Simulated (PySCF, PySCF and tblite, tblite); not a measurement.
# C4H5F3O: conformers and averaged spectra, part 2 of 3

PySCF and tblite. Atoms count from 0. Earlier steps stand in the parts before.

### Step 10. Single-point energy, conformer 1: PBE0/def2-TZVP

What the job is given:

```
{"job": {"xc": "PBE0", "basis": "def2-TZVP", "kind": "sp"}, "charge": 0, "multiplicity": 1}
O     -2.213260    -0.155961    -0.922933
C     -2.074910    -0.137102     0.270134
C     -0.779664     0.167322     0.967280
C      0.355386     0.455717     0.006323
C      1.646388     0.779336     0.705829
F      2.625487     1.017451    -0.169352
F      2.048149    -0.226198     1.495394
F      1.528171     1.865124     1.482281
H     -2.935954    -0.353450     0.953813
H     -0.543200    -0.685668     1.628325
H     -0.956336     1.017173     1.650759
H      0.105528     1.304056    -0.646844
H      0.535818    -0.405093    -0.653317
```

Output:

```text
coarse grid: 11792 points
cycle   1  E = -529.6452553381  dE =  1.290e+00  |g| = 1.138e+00  |ddm| = 2.897e+00
cycle   2  E = -529.1113932294  dE =  5.339e-01  |g| = 2.073e+00  |ddm| = 4.971e+00
cycle   3  E = -529.8556980086  dE = -7.443e-01  |g| = 2.962e-01  |ddm| = 4.393e+00
cycle   4  E = -529.8708014141  dE = -1.510e-02  |g| = 9.143e-02  |ddm| = 2.825e-01
cycle   5  E = -529.8720806885  dE = -1.279e-03  |g| = 1.869e-02  |ddm| = 9.108e-02
cycle   6  E = -529.8721461554  dE = -6.547e-05  |g| = 6.100e-03  |ddm| = 1.600e-02
cycle   7  E = -529.8721537386  dE = -7.583e-06  |g| = 1.169e-03  |ddm| = 8.274e-03
final grid: 117712 points
cycle   8  E = -529.8742652905  dE = -7.972e-05  |g| = 1.186e-02  |ddm| = 5.433e-02
cycle   9  E = -529.8741981062  dE =  6.718e-05  |g| = 2.251e-02  |ddm| = 2.623e-02
cycle  10  E = -529.8742908862  dE = -9.278e-05  |g| = 2.124e-03  |ddm| = 2.083e-02
cycle  11  E = -529.8742917655  dE = -8.793e-07  |g| = 4.296e-04  |ddm| = 2.650e-03
cycle  12  E = -529.8742917914  dE = -2.593e-08  |g| = 1.555e-04  |ddm| = 2.909e-04
cycle  13  E = -529.8742917949  dE = -3.503e-09  |g| = 2.713e-05  |ddm| = 1.219e-04
cycle  14  E = -529.8742917950  dE = -1.323e-10  |g| = 8.948e-06  |ddm| = 2.632e-05
converged SCF energy = -529.8742917950
```

It took 17 s on 1 thread of Arm Neoverse V2, shared host; peak memory 1 GiB.

In short: HOMO -7.92 eV, LUMO -1.02 eV; dipole 2.00 D.

### Step 11. Shieldings, conformer 2: PBE0/pcSseg-1

What the job is given:

```
{"job": {"xc": "PBE0", "basis": "pcSseg-1", "kind": "nmr", "pop": false}, "charge": 0, "multiplicity": 1}
O      1.674021     1.518740    -0.592692
C      1.805397     0.423794    -0.119219
C      0.764202    -0.664714    -0.186574
C     -0.605479    -0.182818    -0.631491
C     -1.447191     0.315405     0.514651
F     -0.858294     1.317937     1.171870
F     -1.675862    -0.657760     1.410464
F     -2.634046     0.749845     0.088577
H      2.761506     0.123896     0.382920
H      0.722375    -1.191780     0.781377
H      1.162365    -1.411674    -0.897293
H     -1.176967    -0.985841    -1.117040
H     -0.496415     0.645455    -1.347231
```

Output:

```text
coarse grid: 11792 points
cycle   1  E = -529.3077466444  dE =  1.284e+00  |g| = 1.111e+00  |ddm| = 3.110e+00
cycle   2  E = -528.8125882917  dE =  4.952e-01  |g| = 1.999e+00  |ddm| = 2.449e+00
cycle   3  E = -529.5143490850  dE = -7.018e-01  |g| = 2.863e-01  |ddm| = 1.967e+00
cycle   4  E = -529.5288663595  dE = -1.452e-02  |g| = 8.331e-02  |ddm| = 2.297e-01
cycle   5  E = -529.5299400530  dE = -1.074e-03  |g| = 1.800e-02  |ddm| = 5.937e-02
cycle   6  E = -529.5300006074  dE = -6.055e-05  |g| = 5.562e-03  |ddm| = 1.477e-02
cycle   7  E = -529.5300067860  dE = -6.179e-06  |g| = 1.140e-03  |ddm| = 4.699e-03
final grid: 117712 points
cycle   8  E = -529.6059368548  dE = -2.473e-05  |g| = 1.294e-02  |ddm| = 2.304e-02
cycle   9  E = -529.6058544052  dE =  8.245e-05  |g| = 2.483e-02  |ddm| = 2.560e-02
cycle  10  E = -529.6059678855  dE = -1.135e-04  |g| = 2.136e-03  |ddm| = 1.796e-02
cycle  11  E = -529.6059687934  dE = -9.079e-07  |g| = 2.573e-04  |ddm| = 1.552e-03
cycle  12  E = -529.6059688005  dE = -7.118e-09  |g| = 1.256e-04  |ddm| = 2.295e-04
cycle  13  E = -529.6059688028  dE = -2.370e-09  |g| = 2.127e-05  |ddm| = 8.017e-05
cycle  14  E = -529.6059688029  dE = -8.959e-11  |g| = 6.453e-06  |ddm| = 1.981e-05
converged SCF energy = -529.6059688029

GIAO shielding tensors (ppm)
atom      isotropic    diamagn.    paramagn.     s11        s22        s33       span
  0 O     -358.135     401.118    -759.253   -988.306   -471.082    384.984   1373.291
  1 C      -16.154     246.620    -262.774   -115.263    -29.693     96.493    211.757
  2 C      145.099     253.568    -108.469    116.445    140.680    178.173     61.727
  3 C      158.522     251.150     -92.628    141.686    149.435    184.444     42.758
  4 C       53.026     242.141    -189.115     49.457     51.625     57.997      8.540
  5 F      259.077     475.960    -216.883    178.063    265.184    333.985    155.922
  6 F      262.291     474.508    -212.217    173.136    263.441    350.295    177.159
  7 F      256.603     470.904    -214.301    170.030    259.797    339.980    169.950
  8 H       21.471      26.438      -4.968     19.582     19.717     25.114      5.532
  9 H       28.522      31.316      -2.795     24.256     28.993     32.315      8.059
 10 H       29.071      29.952      -0.881     25.361     27.222     34.629      9.268
 11 H       29.708      29.969      -0.261     25.052     28.635     35.438     10.386
 12 H       28.257      30.460      -2.203     24.935     26.798     33.038      8.103
```

Run time: 14 s. Hardware: 1 thread of Arm Neoverse V2, shared host; peak memory 0.94 GiB.

This run: HOMO -7.85 eV, LUMO -0.90 eV; dipole 3.48 D.

### Step 12. Single-point energy, conformer 2: PBE0/def2-TZVP

Changed since step 11:

```diff
@@ -1,2 +1,2 @@
-{"job": {"xc": "PBE0", "basis": "pcSseg-1", "kind": "nmr", "pop": false}, "charge": 0, "multiplicity": 1}
+{"job": {"xc": "PBE0", "basis": "def2-TZVP", "kind": "sp"}, "charge": 0, "multiplicity": 1}
 O      1.674021     1.518740    -0.592692
```

Output:

```text
coarse grid: 11792 points
cycle   1  E = -529.6435341364  dE =  1.290e+00  |g| = 1.138e+00  |ddm| = 2.910e+00
cycle   2  E = -529.1045160632  dE =  5.390e-01  |g| = 2.081e+00  |ddm| = 4.435e+00
cycle   3  E = -529.8533832114  dE = -7.489e-01  |g| = 3.014e-01  |ddm| = 3.926e+00
cycle   4  E = -529.8691075337  dE = -1.572e-02  |g| = 9.050e-02  |ddm| = 2.515e-01
cycle   5  E = -529.8703553300  dE = -1.248e-03  |g| = 1.944e-02  |ddm| = 8.490e-02
cycle   6  E = -529.8704266412  dE = -7.131e-05  |g| = 6.031e-03  |ddm| = 1.622e-02
cycle   7  E = -529.8704339081  dE = -7.267e-06  |g| = 1.222e-03  |ddm| = 7.615e-03
final grid: 117712 points
cycle   8  E = -529.8717841620  dE = -7.867e-05  |g| = 1.177e-02  |ddm| = 5.542e-02
cycle   9  E = -529.8717158150  dE =  6.835e-05  |g| = 2.259e-02  |ddm| = 2.372e-02
cycle  10  E = -529.8718094579  dE = -9.364e-05  |g| = 2.026e-03  |ddm| = 1.857e-02
cycle  11  E = -529.8718102654  dE = -8.075e-07  |g| = 4.164e-04  |ddm| = 2.226e-03
cycle  12  E = -529.8718102913  dE = -2.589e-08  |g| = 1.540e-04  |ddm| = 3.158e-04
cycle  13  E = -529.8718102946  dE = -3.279e-09  |g| = 2.863e-05  |ddm| = 1.174e-04
cycle  14  E = -529.8718102948  dE = -1.496e-10  |g| = 8.233e-06  |ddm| = 2.941e-05
converged SCF energy = -529.8718102948
```

Run time: 18 s. Hardware: 1 thread of Arm Neoverse V2, shared host; peak memory 1 GiB.

This run: HOMO -7.84 eV, LUMO -0.96 eV; dipole 3.45 D.

### Step 13. Shieldings, conformer 3: PBE0/pcSseg-1

What the job is given:

```
{"job": {"xc": "PBE0", "basis": "pcSseg-1", "kind": "nmr", "pop": false}, "charge": 0, "multiplicity": 1}
O      2.974651     0.740968     0.631037
C      2.088064    -0.021956     0.367009
C      0.742730     0.380590    -0.175527
C     -0.405170    -0.292549     0.562674
C     -1.742198    -0.034568    -0.082308
F     -2.028049     1.270231    -0.123824
F     -2.725502    -0.641492     0.585046
F     -1.772223    -0.488001    -1.341033
H      2.222998    -1.129761     0.502076
H      0.719001     0.067238    -1.235327
H      0.663551     1.476517    -0.147901
H     -0.471219     0.058716     1.603412
H     -0.271023    -1.385448     0.594422
```

Output:

```text
coarse grid: 11792 points
cycle   1  E = -529.3045686118  dE =  1.283e+00  |g| = 1.111e+00  |ddm| = 3.124e+00
cycle   2  E = -528.8048419657  dE =  4.997e-01  |g| = 2.006e+00  |ddm| = 2.360e+00
cycle   3  E = -529.5115571515  dE = -7.067e-01  |g| = 2.852e-01  |ddm| = 1.878e+00
cycle   4  E = -529.5260638462  dE = -1.451e-02  |g| = 8.583e-02  |ddm| = 2.229e-01
cycle   5  E = -529.5272125400  dE = -1.149e-03  |g| = 1.903e-02  |ddm| = 5.676e-02
cycle   6  E = -529.5272818069  dE = -6.927e-05  |g| = 5.677e-03  |ddm| = 1.534e-02
cycle   7  E = -529.5272880434  dE = -6.237e-06  |g| = 1.119e-03  |ddm| = 4.269e-03
final grid: 117712 points
cycle   8  E = -529.6036946852  dE = -2.702e-05  |g| = 1.311e-02  |ddm| = 2.387e-02
cycle   9  E = -529.6036061787  dE =  8.851e-05  |g| = 2.551e-02  |ddm| = 2.505e-02
cycle  10  E = -529.6037266741  dE = -1.205e-04  |g| = 2.005e-03  |ddm| = 1.759e-02
cycle  11  E = -529.6037274532  dE = -7.792e-07  |g| = 2.741e-04  |ddm| = 1.372e-03
cycle  12  E = -529.6037274622  dE = -8.958e-09  |g| = 1.214e-04  |ddm| = 2.453e-04
cycle  13  E = -529.6037274645  dE = -2.306e-09  |g| = 2.359e-05  |ddm| = 8.449e-05
cycle  14  E = -529.6037274646  dE = -1.152e-10  |g| = 7.064e-06  |ddm| = 2.214e-05
converged SCF energy = -529.6037274646

GIAO shielding tensors (ppm)
atom      isotropic    diamagn.    paramagn.     s11        s22        s33       span
  0 O     -388.487     394.663    -783.150  -1029.593   -473.633    337.763   1367.356
  1 C      -17.183     247.479    -264.662   -113.594    -24.724     86.770    200.364
  2 C      144.234     251.396    -107.163    122.722    134.989    174.990     52.268
  3 C      154.053     251.996     -97.943    141.412    147.670    173.076     31.663
  4 C       53.134     242.368    -189.234     50.065     52.582     56.755      6.690
  5 F      261.363     474.097    -212.734    172.778    270.251    341.060    168.282
  6 F      254.991     470.542    -215.551    168.482    256.003    340.489    172.007
  7 F      265.669     474.637    -208.968    176.332    274.682    345.991    169.659
  8 H       21.653      27.183      -5.530     19.601     19.919     25.438      5.837
  9 H       28.954      30.602      -1.648     25.453     28.653     32.757      7.303
 10 H       28.923      31.126      -2.204     24.956     29.053     32.759      7.802
 11 H       29.411      30.308      -0.898     25.643     28.427     34.162      8.519
 12 H       29.056      30.764      -1.708     25.572     27.687     33.909      8.338
```

It took 14 s on 1 thread of Arm Neoverse V2, shared host; peak memory 0.95 GiB.

In short: HOMO -7.84 eV, LUMO -1.07 eV; dipole 1.67 D.

### Step 14. Single-point energy, conformer 3: PBE0/def2-TZVP

Changed since step 13:

```diff
@@ -1,2 +1,2 @@
-{"job": {"xc": "PBE0", "basis": "pcSseg-1", "kind": "nmr", "pop": false}, "charge": 0, "multiplicity": 1}
+{"job": {"xc": "PBE0", "basis": "def2-TZVP", "kind": "sp"}, "charge": 0, "multiplicity": 1}
 O      2.974651     0.740968     0.631037
```

Output:

```text
coarse grid: 11792 points
cycle   1  E = -529.6413868896  dE =  1.289e+00  |g| = 1.138e+00  |ddm| = 2.890e+00
cycle   2  E = -529.0966475066  dE =  5.447e-01  |g| = 2.089e+00  |ddm| = 3.997e+00
cycle   3  E = -529.8512945842  dE = -7.546e-01  |g| = 3.010e-01  |ddm| = 3.434e+00
cycle   4  E = -529.8671166646  dE = -1.582e-02  |g| = 9.257e-02  |ddm| = 2.486e-01
cycle   5  E = -529.8684314290  dE = -1.315e-03  |g| = 2.071e-02  |ddm| = 8.044e-02
cycle   6  E = -529.8685150818  dE = -8.365e-05  |g| = 6.078e-03  |ddm| = 1.681e-02
cycle   7  E = -529.8685221771  dE = -7.095e-06  |g| = 1.175e-03  |ddm| = 6.709e-03
final grid: 117712 points
cycle   8  E = -529.8709218976  dE = -8.266e-05  |g| = 1.201e-02  |ddm| = 5.979e-02
cycle   9  E = -529.8708466212  dE =  7.528e-05  |g| = 2.346e-02  |ddm| = 2.310e-02
cycle  10  E = -529.8709483671  dE = -1.017e-04  |g| = 1.886e-03  |ddm| = 1.855e-02
cycle  11  E = -529.8709490517  dE = -6.846e-07  |g| = 4.379e-04  |ddm| = 2.153e-03
cycle  12  E = -529.8709490816  dE = -2.992e-08  |g| = 1.558e-04  |ddm| = 3.441e-04
cycle  13  E = -529.8709490851  dE = -3.455e-09  |g| = 2.874e-05  |ddm| = 1.350e-04
cycle  14  E = -529.8709490852  dE = -1.520e-10  |g| = 9.159e-06  |ddm| = 2.622e-05
converged SCF energy = -529.8709490852
```

Wall time 17 s (1 thread of Arm Neoverse V2, shared host); peak memory 1 GiB.

In short: HOMO -7.85 eV, LUMO -1.12 eV; dipole 1.63 D.

### Step 15. Shieldings, conformer 4: PBE0/pcSseg-1

What the job is given:

```
{"job": {"xc": "PBE0", "basis": "pcSseg-1", "kind": "nmr", "pop": false}, "charge": 0, "multiplicity": 1}
O     -2.281623    -0.134639     1.604306
C     -1.707151     0.055593     0.570090
C     -0.636189    -0.852669     0.013896
C      0.454071    -0.135298    -0.766492
C      1.382239     0.663354     0.112199
F      0.710523     1.577372     0.827738
F      2.295591     1.312599    -0.612831
F      2.033808    -0.117765     0.979401
H     -1.970372     0.928329    -0.085961
H     -1.156459    -1.548646    -0.668269
H     -0.227719    -1.459686     0.835424
H      0.024128     0.562358    -1.502601
H      1.074767    -0.850418    -1.324628
```

Output:

```text
coarse grid: 11792 points
cycle   1  E = -529.3027869671  dE =  1.281e+00  |g| = 1.116e+00  |ddm| = 3.099e+00
cycle   2  E = -528.7895495086  dE =  5.132e-01  |g| = 2.029e+00  |ddm| = 2.440e+00
cycle   3  E = -529.5116028189  dE = -7.221e-01  |g| = 2.858e-01  |ddm| = 1.943e+00
cycle   4  E = -529.5261808948  dE = -1.458e-02  |g| = 8.643e-02  |ddm| = 2.224e-01
cycle   5  E = -529.5273386903  dE = -1.158e-03  |g| = 1.970e-02  |ddm| = 6.044e-02
cycle   6  E = -529.5274132183  dE = -7.453e-05  |g| = 5.496e-03  |ddm| = 1.550e-02
cycle   7  E = -529.5274189287  dE = -5.710e-06  |g| = 1.202e-03  |ddm| = 4.187e-03
final grid: 117712 points
cycle   8  E = -529.6036597155  dE = -2.703e-05  |g| = 1.277e-02  |ddm| = 2.103e-02
cycle   9  E = -529.6035782171  dE =  8.150e-05  |g| = 2.460e-02  |ddm| = 2.457e-02
cycle  10  E = -529.6036900107  dE = -1.118e-04  |g| = 2.087e-03  |ddm| = 1.719e-02
cycle  11  E = -529.6036908547  dE = -8.440e-07  |g| = 2.707e-04  |ddm| = 1.414e-03
cycle  12  E = -529.6036908630  dE = -8.329e-09  |g| = 1.211e-04  |ddm| = 2.253e-04
cycle  13  E = -529.6036908653  dE = -2.273e-09  |g| = 2.402e-05  |ddm| = 8.172e-05
cycle  14  E = -529.6036908654  dE = -1.166e-10  |g| = 6.461e-06  |ddm| = 2.204e-05
converged SCF energy = -529.6036908654

GIAO shielding tensors (ppm)
atom      isotropic    diamagn.    paramagn.     s11        s22        s33       span
  0 O     -379.011     395.857    -774.868  -1008.760   -467.599    339.325   1348.085
  1 C      -18.115     248.183    -266.298   -112.540    -25.032     83.227    195.767
  2 C      145.713     251.141    -105.428    128.048    137.655    171.437     43.389
  3 C      153.715     251.782     -98.067    140.612    146.441    174.092     33.480
  4 C       52.946     242.235    -189.289     49.683     52.242     56.912      7.230
  5 F      259.738     475.684    -215.945    173.914    264.006    341.294    167.379
  6 F      255.052     470.835    -215.783    169.158    256.091    339.907    170.749
  7 F      262.395     474.052    -211.657    174.121    268.478    344.586    170.465
  8 H       21.655      28.166      -6.511     19.179     20.672     25.115      5.936
  9 H       29.234      29.243      -0.009     25.219     27.610     34.873      9.654
 10 H       28.844      30.784      -1.940     25.131     28.962     32.439      7.309
 11 H       28.846      30.479      -1.633     25.005     27.861     33.672      8.667
 12 H       29.212      29.682      -0.470     25.136     28.137     34.363      9.227
```

Wall time 14 s (1 thread of Arm Neoverse V2, shared host); peak memory 0.93 GiB.

Key values: HOMO -7.69 eV, LUMO -0.89 eV; dipole 3.62 D.

### Step 16. Single-point energy, conformer 4: PBE0/def2-TZVP

Changed since step 15:

```diff
@@ -1,2 +1,2 @@
-{"job": {"xc": "PBE0", "basis": "pcSseg-1", "kind": "nmr", "pop": false}, "charge": 0, "multiplicity": 1}
+{"job": {"xc": "PBE0", "basis": "def2-TZVP", "kind": "sp"}, "charge": 0, "multiplicity": 1}
 O     -2.281623    -0.134639     1.604306
```

Output:

```text
coarse grid: 11792 points
cycle   1  E = -529.6391952960  dE =  1.287e+00  |g| = 1.142e+00  |ddm| = 2.862e+00
cycle   2  E = -529.0815448371  dE =  5.577e-01  |g| = 2.110e+00  |ddm| = 4.351e+00
cycle   3  E = -529.8507595925  dE = -7.692e-01  |g| = 3.020e-01  |ddm| = 3.777e+00
cycle   4  E = -529.8667024212  dE = -1.594e-02  |g| = 9.286e-02  |ddm| = 2.547e-01
cycle   5  E = -529.8680153133  dE = -1.313e-03  |g| = 2.148e-02  |ddm| = 8.802e-02
cycle   6  E = -529.8681052528  dE = -8.994e-05  |g| = 5.912e-03  |ddm| = 1.729e-02
cycle   7  E = -529.8681118014  dE = -6.549e-06  |g| = 1.243e-03  |ddm| = 7.056e-03
final grid: 117712 points
cycle   8  E = -529.8702294842  dE = -7.733e-05  |g| = 1.172e-02  |ddm| = 5.215e-02
cycle   9  E = -529.8701596329  dE =  6.985e-05  |g| = 2.268e-02  |ddm| = 2.489e-02
cycle  10  E = -529.8702545680  dE = -9.494e-05  |g| = 1.943e-03  |ddm| = 1.925e-02
cycle  11  E = -529.8702552895  dE = -7.215e-07  |g| = 4.483e-04  |ddm| = 2.091e-03
cycle  12  E = -529.8702553207  dE = -3.115e-08  |g| = 1.442e-04  |ddm| = 3.153e-04
cycle  13  E = -529.8702553236  dE = -2.872e-09  |g| = 3.128e-05  |ddm| = 1.058e-04
cycle  14  E = -529.8702553238  dE = -1.802e-10  |g| = 8.015e-06  |ddm| = 2.887e-05
converged SCF energy = -529.8702553238
```

It took 17 s on 1 thread of Arm Neoverse V2, shared host; peak memory 1 GiB.

This run: HOMO -7.71 eV, LUMO -0.95 eV; dipole 3.61 D.

### Step 17. Couplings, conformer 1: B3LYP/pcJ-1+pcSseg-1

What the job is given:

```
{"job": {"xc": "B3LYP", "basis": {"default": "pcSseg-1", "H": "pcJ-1", "F": "pcJ-1"}, "nuclei": ["H", "F", "P", "Si", "B"], "kind": "j"}, "charge": 0, "multiplicity": 1}
O     -2.213260    -0.155961    -0.922933
C     -2.074910    -0.137102     0.270134
C     -0.779664     0.167322     0.967280
C      0.355386     0.455717     0.006323
C      1.646388     0.779336     0.705829
F      2.625487     1.017451    -0.169352
F      2.048149    -0.226198     1.495394
F      1.528171     1.865124     1.482281
H     -2.935954    -0.353450     0.953813
H     -0.543200    -0.685668     1.628325
H     -0.956336     1.017173     1.650759
H      0.105528     1.304056    -0.646844
H      0.535818    -0.405093    -0.653317
```

Output:

```text
coarse grid: 11792 points
cycle   1  E = -529.8594765133  dE =  1.235e+00  |g| = 1.186e+00  |ddm| = 2.935e+00
cycle   2  E = -529.1823285580  dE =  6.771e-01  |g| = 2.263e+00  |ddm| = 3.079e+00
cycle   3  E = -530.0830810718  dE = -9.008e-01  |g| = 3.405e-01  |ddm| = 2.590e+00
cycle   4  E = -530.1034109907  dE = -2.033e-02  |g| = 1.083e-01  |ddm| = 3.016e-01
cycle   5  E = -530.1051861977  dE = -1.775e-03  |g| = 2.252e-02  |ddm| = 7.025e-02
cycle   6  E = -530.1052799258  dE = -9.373e-05  |g| = 7.699e-03  |ddm| = 1.864e-02
cycle   7  E = -530.1052922724  dE = -1.235e-05  |g| = 1.389e-03  |ddm| = 6.596e-03
cycle   8  E = -530.1052926250  dE = -3.526e-07  |g| = 3.374e-04  |ddm| = 1.730e-03
final grid: 117712 points
cycle   9  E = -530.1839836895  dE = -1.322e-04  |g| = 7.953e-03  |ddm| = 1.963e-02
cycle  10  E = -530.1839646500  dE =  1.904e-05  |g| = 1.313e-02  |ddm| = 1.282e-02
cycle  11  E = -530.1839936671  dE = -2.902e-05  |g| = 2.101e-03  |ddm| = 9.333e-03
cycle  12  E = -530.1839944327  dE = -7.656e-07  |g| = 4.601e-04  |ddm| = 1.974e-03
cycle  13  E = -530.1839944629  dE = -3.023e-08  |g| = 1.479e-04  |ddm| = 3.019e-04
cycle  14  E = -530.1839944674  dE = -4.553e-09  |g| = 1.910e-05  |ddm| = 1.103e-04
cycle  15  E = -530.1839944675  dE = -7.162e-11  |g| = 5.233e-06  |ddm| = 1.802e-05
converged SCF energy = -530.1839944675

Indirect spin-spin couplings (Hz)
  i      j    bonds     total        FC       PSO       DSO        SD
  5 F    6 F    2     65.652    41.988   -25.021    -0.396    49.082
  5 F    7 F    2     65.488    41.869   -24.997    -0.396    49.012
  5 F    8 H    5      3.186     3.176     0.988    -1.044     0.065
  5 F    9 H    4     -1.557    -1.046     0.839    -1.283    -0.067
  5 F   10 H    4     -1.591    -1.060     0.827    -1.295    -0.063
  5 F   11 H    3      1.485     1.795    -0.065     0.267    -0.511
  5 F   12 H    3      1.792     2.131    -0.102     0.289    -0.526
  6 F    7 F    2     56.229    39.463   -31.816    -0.322    48.903
  6 F    8 H    5      0.179     0.261     0.566    -0.633    -0.015
  6 F    9 H    4      0.467     0.650    -1.401     1.401    -0.183
  6 F   11 H    3     27.580    28.678     0.970    -2.047    -0.021
  6 F   12 H    3      1.097     0.811     0.503     0.140    -0.356
  7 F   10 H    4      0.443     0.603    -1.387     1.415    -0.188
  7 F   11 H    3      1.501     1.234     0.467     0.179    -0.380
  7 F   12 H    3     27.667    28.763     0.971    -2.046    -0.021
  8 H    9 H    3      0.386     0.422     0.138    -0.173         -
  8 H   10 H    3      0.402     0.436     0.131    -0.165         -
  8 H   11 H    4     -0.774    -0.511     1.165    -1.428         -
  8 H   12 H    4     -0.784    -0.522     1.165    -1.427         -
  9 H   10 H    2    -23.286   -23.408     1.485    -1.363         -
  9 H   11 H    3     14.948    15.286     2.136    -2.474         -
  9 H   12 H    3      4.004     4.026    -0.003    -0.018         -
 10 H   11 H    3      3.723     3.750     0.026    -0.053         -
 10 H   12 H    3     14.959    15.297     2.136    -2.474         -
 11 H   12 H    2    -17.156   -17.271     1.315    -1.201         -
```

Run time: 39 s. Hardware: 1 thread of Arm Neoverse V2, shared host; peak memory 0.93 GiB.

Key values: HOMO -7.68 eV, LUMO -1.25 eV; dipole 2.01 D.

(Continued in part 3 of 3.)
